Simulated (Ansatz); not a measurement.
# RbNa: the cost of one run

Method: DFT PBE, scalar-relativistic, plane waves, PAW, in Ansatz 0.2.0.

### Step 1. Starting point

It takes space group P4/mmm (No. 123, tetragonal). The conventional cell has a = 3.667 Å, b = 3.667 Å, c = 4.806 Å, α = 90.00°, β = 90.00°, γ = 90.00°. Rb (site symmetry 4/mmm) is surrounded by 8 Na at 3.54 Å and 4 Rb at 3.67 Å. Na (site symmetry 4/mmm) is surrounded by 8 Rb at 3.54 Å and 4 Na at 3.67 Å.

Coordinates:

```xyz
2
Lattice="3.6671 0.0000 0.0000 0.0000 3.6671 0.0000 0.0000 0.0000 4.8065" Properties=species:S:1:pos:R:3 pbc="T T T"
Rb    1.8335    1.8335    2.4032
Na    0.0000    0.0000    0.0000
```

(A quick probe on a coarse mesh, which set the mesh and smearing, is not shown.)

### Step 3. Rough relaxation on the coarse mesh

input.yaml reads:

```yaml
crystal:
  lattice:
    - [3.6670671769, 0.0, 0.0]
    - [0.0, 3.6670671769, 0.0]
    - [0.0, 0.0, 4.8064773354]
  atoms:
    - { symbol: Rb, position: [0.5, 0.5, 0.5] }
    - { symbol: Na, position: [0.0, 0.0, 0.0] }
basis:
  ecutwfc: 420
kpoints:
  mp_grid: { grid: [6, 6, 4] }
hamiltonian:
  xc: pbe
scf:
  occupations: { method: gaussian, width: 0.1 }
  lower_state_search: "off"
output:
  forces: true
  stress: true
  eigenvalues: true
relax:
  adjacent_minimum: "off"
  f_tol: 0.04
  max_steps: 70
  cell: { stress_tol: 0.4 }
```

Launch:

```
> ansatz run input.yaml --threads 1 --pin off --max-ram 2560MiB --backend cpu --events-out ev --progress --plain --runs-dir out
```

Q: Estimate wall time and peak memory on 1 thread of Intel Xeon 6975P-C (Granite Rapids), shared host.

About 13 s, with a peak of 0.41 GiB.
